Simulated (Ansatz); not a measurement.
# Na3YbGeSe: the cost of one run

Method: DFT PBE, scalar-relativistic, plane waves, PAW, unless a step names another level, in Ansatz 0.2.0.

3 further runs of the same task are left out: 2 that didn't finish, 1 set aside as unsound or not needed.

## Step 1: The starting structure

Symmetry: P3m1, No. 156, trigonal system. Conventional cell: a = 4.746 Å, b = 4.746 Å, c = 7.546 Å, α = 90.00°, β = 90.00°, γ = 120.00°. Around Na (site symmetry 3m) lie 3 Ge at 2.84 Å and 3 Na at 2.98 Å. Na (site symmetry 3m) has 6 Na at 2.98 to 3.13 Å and 3 Ge at 3.35 Å as nearest neighbours. Na (site symmetry 3m) has 3 Se at 2.85 Å and 3 Na at 3.13 Å as nearest neighbours. Around Yb (site symmetry 3m) lie 3 Ge at 3.18 Å and 3 Se at 3.23 Å and 7 Na at 3.54 to 3.70 Å. Around Ge (site symmetry 3m) lie 3 Na at 2.84 Å and 3 Yb at 3.18 Å. Around Se (site symmetry 3m) lie 3 Na at 2.85 Å and 3 Yb at 3.23 Å.

Structure file:

```
CELL_PARAMETERS angstrom
4.74610 0.00000 0.00000
-2.37305 4.11024 0.00000
0.00000 0.00000 7.54630
ATOMIC_POSITIONS crystal
Na 0.66667 0.33333 0.99067
Na 0.33333 0.66667 0.14602
Na 0.00000 0.00000 0.34669
Yb 0.33333 0.66667 0.67712
Ge 0.00000 0.00000 0.89020
Se 0.66667 0.33333 0.44929
```

It came out lowest among 17 distinct ends of the trial cells. At a tolerance of 0.05 Å it has space group P3m1 (No. 156).

## Step 2: Relaxing to 0.001 eV/Å, on the response runs' mesh and smearing

input.yaml reads:

```yaml
crystal:
  lattice:
    - [4.7460971127, 0.0, 0.0]
    - [-2.3730485564, 4.1102406685, 0.0]
    - [0.0, 0.0, 7.5462969287]
  atoms:
    - { symbol: Na, position: [0.6666666667, 0.3333333333, 0.9906718829] }
    - { symbol: Na, position: [0.3333333333, 0.6666666667, 0.1460238202] }
    - { symbol: Na, position: [0.0, 0.0, 0.3466880565] }
    - { symbol: Yb, position: [0.3333333333, 0.6666666667, 0.6771224611] }
    - { symbol: Ge, position: [0.0, 0.0, 0.8902041211] }
    - { symbol: Se, position: [0.6666666667, 0.3333333333, 0.4492886382] }
basis:
  ecutwfc: 420
kpoints:
  mp_grid: { grid: [6, 6, 4] }
hamiltonian:
  xc: pbe
scf:
  occupations: { method: gaussian, width: 0.1 }
output:
  forces: true
  stress: true
  eigenvalues: true
  write_density: true
  write_potential: true
  elf: true
  volumetric_format: npy
relax:
  adjacent_minimum: "off"
  f_tol: 0.001
  max_steps: 60
  cell: { stress_tol: 0.01 }
```

On the command line:

```sh
ansatz run input.yaml --threads 3 --pin off --max-ram 7680MiB --backend cpu --events-out ev --progress --plain --runs-dir out
```

**Question.** How long does this run take on 3 threads of Arm Neoverse V1, shared host, and how much memory does it need?

About 51 s, with a peak of 0.55 GiB.
